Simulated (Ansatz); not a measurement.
# PbS2: a single-point run

Wanted: a converged single-point run for PbS2, and a check of what comes out. The structure is shown as the input types it. The cell is built on a prototype (CdCl2 type) and needn't be the phase found in nature.

Program: Ansatz 0.2.0. Level of theory: density functional or hybrid calculation with the settings of its input, plane waves (as first typed). These are calculated values, not measurements.

2 further runs of the same task are left out: 2 that didn't finish.

## 1. The system as given

Symmetry: R-3m, No. 166, trigonal system. The conventional cell has a = 3.820 Å, b = 3.820 Å, c = 17.692 Å, α = 90.00°, β = 90.00°, γ = 120.00°. Around Pb (site symmetry -3m) lie 6 S at 2.68 Å. S (site symmetry 3m) is surrounded by 3 Pb at 2.68 Å.

The input asks for a charge of +2 e on the cell.

Coordinates:

```cif
data_structure
_symmetry_space_group_name_H-M 'P 1'
_symmetry_Int_Tables_number 1
_cell_length_a 6.2962
_cell_length_b 6.2962
_cell_length_c 6.2962
_cell_angle_alpha 35.316
_cell_angle_beta 35.316
_cell_angle_gamma 35.316
_cell_volume 74.52
loop_
_atom_site_label
_atom_site_type_symbol
_atom_site_fract_x
_atom_site_fract_y
_atom_site_fract_z
_atom_site_occupancy
Pb1 Pb 0.00000 0.00000 0.00000 1
S1 S 0.24725 0.24725 0.24725 1
S2 S 0.75275 0.75275 0.75275 1
```

## 2. The calculation

Contents of input.yaml:

```yaml
crystal:
  lattice:
    - [1.9098773987, 1.1026682303, 5.8973836042]
    - [-1.9098773987, 1.1026682303, 5.8973836042]
    - [0.0, -2.2053364605, 5.8973836042]
  atoms:
    - { symbol: Pb, position: [0.0, 0.0, 0.0] }
    - { symbol: S, position: [0.2472450479, 0.2472450479, 0.2472450479] }
    - { symbol: S, position: [0.7527549521, 0.7527549521, 0.7527549521] }
kpoints:
  mp_grid: { grid: [4, 4, 4] }
hamiltonian:
  xc: hse06
scf:
  occupations: { method: fermi_dirac, width: 0.02 }
  n_extra_bands: 4
  max_iter: 75
output:
  forces: true
  stress: true
  eigenvalues: true
total_charge: 2
```

Started as:

```console
$ ansatz run input.yaml --threads 4 --pin off --max-ram 3686MiB --backend cpu --events-out ev --progress --plain --runs-dir out
```

What happens when this is run?

The run converged and reported no error, with warnings (filled band counts differ across k points, stress exchange threshold loose, stress scf threshold loose). Its log warns: «output.stress: scf.convergence.dr2_threshold = 1e-7 eV (the SCF's general default) is looser than the 3e-10 eV advised for a printed stress (1e-10 eV for each atom of the ...»

The suspect setting: total_charge is 2. With this charge the calculation describes a differently charged system.

To check: delete total_charge (the default then holds).
